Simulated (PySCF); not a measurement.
# C5H11FSi: the cost of one run

Computed with PySCF 2.14.0, with density-fitted response routines of our own, on a single molecule in the gas phase. Atoms count from 0, in the outputs and in this text.

### Step 1. The molecule as given

18 atoms, charge 0, multiplicity 1; geometry from: GFN2-xTB.

Bonds of the start (Å): C0–C1 1.52, C1–Si2 1.91, Si2–C3 1.91, C3–C4 1.53, C4–C5 1.52, C5–F6 1.39, C5–C1 1.53, C0–H7 1.09, C0–H8 1.09, C0–H9 1.09, C1–H10 1.09, Si2–H11 1.46, Si2–H12 1.47, C3–H13 1.09, C3–H14 1.09, C4–H15 1.09, C4–H16 1.09, C5–H17 1.10.

### Step 2. Ultraviolet spectrum: CAM-B3LYP/def2-SVPD

Job settings and geometry (Å):

```
{"job": {"kind": "uv", "xc": "CAM-B3LYP", "basis": "def2-SVPD", "nstates": 8, "ntriplets": 3}, "charge": 0, "multiplicity": 1}
C      2.206311    -0.174014    -0.401304
C      0.863250    -0.164246     0.316386
Si    -0.409668    -1.490780    -0.219380
C     -1.896650    -0.307702    -0.049375
C     -1.328580     0.961265     0.595917
C      0.102687     1.144908     0.104442
F      0.062691     1.438032    -1.251097
H      2.064464    -0.047172    -1.471538
H      2.843042     0.635260    -0.043965
H      2.718941    -1.117768    -0.230217
H      1.046036    -0.244498     1.392539
H     -0.192686    -1.952383    -1.589245
H     -0.439510    -2.613204     0.723083
H     -2.297668    -0.062378    -1.032340
H     -2.722211    -0.701952     0.539354
H     -1.301148     0.857649     1.681565
H     -1.927652     1.839867     0.350629
H      0.599590     2.005433     0.572888
```

Level: TDDFT CAM-B3LYP/def2-SVPD, vertical, gas phase, core orbitals frozen in the response.

On the command line:

```sh
OMP_NUM_THREADS=1 python probes_run.py task.json out
```

The driver reads the jobs from task.json and runs them one after another.

Q: Estimate the wall time and peak memory of this job on 1 thread of Arm Neoverse N1, shared host.

About 95 s, with a peak of 1 GiB.
